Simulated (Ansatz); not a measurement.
Predict the output of the script below (Ansatz 0.2.0 through its Python package).

Contents of `agho.xyz`:
```text
3

O    -0.22280   -0.07470   -0.13850
Ag    1.37350   -0.17670    0.73530
H    -1.16170    0.18660   -0.61010
```

Script `agho.py`:
```python
"""Adding a proton to AgHO."""

import ansatz
import numpy as np

BASIS = "def2-SVP"
FUNCTIONAL = "pbe0"
NET_CHARGE = 1
FORCE_TOL = 0.01

molecule = ansatz.Crystal.molecule_from_extxyz("agho.xyz")

job = (
    molecule.calculation()
    .basis(gaussian=BASIS)
    .functional(FUNCTIONAL)
)
symbols = [site.symbol for site in molecule.cartesian_sites]
start = np.array([site.position_ang for site in molecule.cartesian_sites], dtype=float)
rep = job.relax(force_tolerance=0.01).run().report
end = np.array(rep["positions_ang"])

# put the proton on the side away from the neighbours, slightly off axis
away = sum((end[0] - end[j]) / np.linalg.norm(end[0] - end[j]) for j in [1, 2]) + np.array([0.15, 0.1, -0.2])
proton = end[0] + 1.0 * away / np.linalg.norm(away)
acid = ansatz.Crystal.molecule()
for symbol, place in zip(symbols, end):
    acid = acid.atom(symbol, place.tolist())
acid = acid.atom("H", proton.tolist())
protonated = acid.calculation()
protonated = protonated.basis(gaussian=BASIS)
protonated = protonated.functional(FUNCTIONAL)
protonated = protonated.charge(NET_CHARGE)
protonated = protonated.relax(force_tolerance=FORCE_TOL, max_steps=80)
after = protonated.run().report
xyz = np.array(after["positions_ang"])
reach = np.linalg.norm(xyz[:-1] - xyz[-1], axis=1)
print(f"base {rep['free_energy_ev']:.5f} eV, protonated {after['free_energy_ev']:.5f} eV")
print(f"the proton ends {reach.min():.3f} A from {symbols[reach.argmin()]}{reach.argmin()}")
print(f"electronic proton affinity {96.485332 * (rep['free_energy_ev'] - after['free_energy_ev']):.1f} kJ/mol")
```

Output of `python agho.py`:
```text
base -6057.21271 eV, protonated -6067.74074 eV
the proton ends 0.967 A from O0
electronic proton affinity 1015.8 kJ/mol
```

Total energies depend on the basis set; only differences at equal settings carry meaning. The proton is put on one chosen atom, which needn't be the most basic site, so the molecule's proton affinity can be higher; the ends are stationary points, not checked by frequencies, and zero-point and thermal terms count only where printed. def2 sets replace the cores of elements past krypton by effective core potentials. Run time: 26 s on 1 thread of Arm Neoverse V1, on a shared host, peak memory 0.19 GiB.
